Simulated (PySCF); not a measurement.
The system is O2SiH2, in a box.

```
O Si H
1.0
    13.00000    0.00000    0.00000
     0.00000   11.00000    0.00000
     0.00000    0.00000   11.00000
O Si H
2 1 2
Direct
  0.37526 0.49564 0.48722
  0.56648 0.52467 0.52215
  0.46704 0.43685 0.56734
  0.38665 0.57072 0.43611
  0.62772 0.50372 0.55293
```

The cell isn't the ideal one: atoms moved at random, drawn with an rms of 0.05 Å.

Base run:

```yaml
Program: PySCF 2.14.0
Functional: B97-D
Dispersion: D4
Potentials_or_basis: def2-svp (all-electron)
k_mesh: 1 × 1 × 1
Occupations: fixed
Spin: no spin polarisation
```

Its results: gap between the frontier levels 4.17 eV.

Problem. After a change of settings the same cell gave: gap between the frontier levels 4.09 eV. Which change was it?
A. functional from B97-D to TPSSh; dispersion from D4 to D3(OP)
B. functional from B97-D to WC; dispersion from D4 to none
C. functional from B97-D to TPSS

Solution. B.

Caveats: this is a molecule in a periodic box at the Γ point, so its band gap is the HOMO-LUMO gap; the basis of atomic orbitals isn't converged, which shifts pressures, moduli and gaps.

Runs at the PBE level aren't shown here.
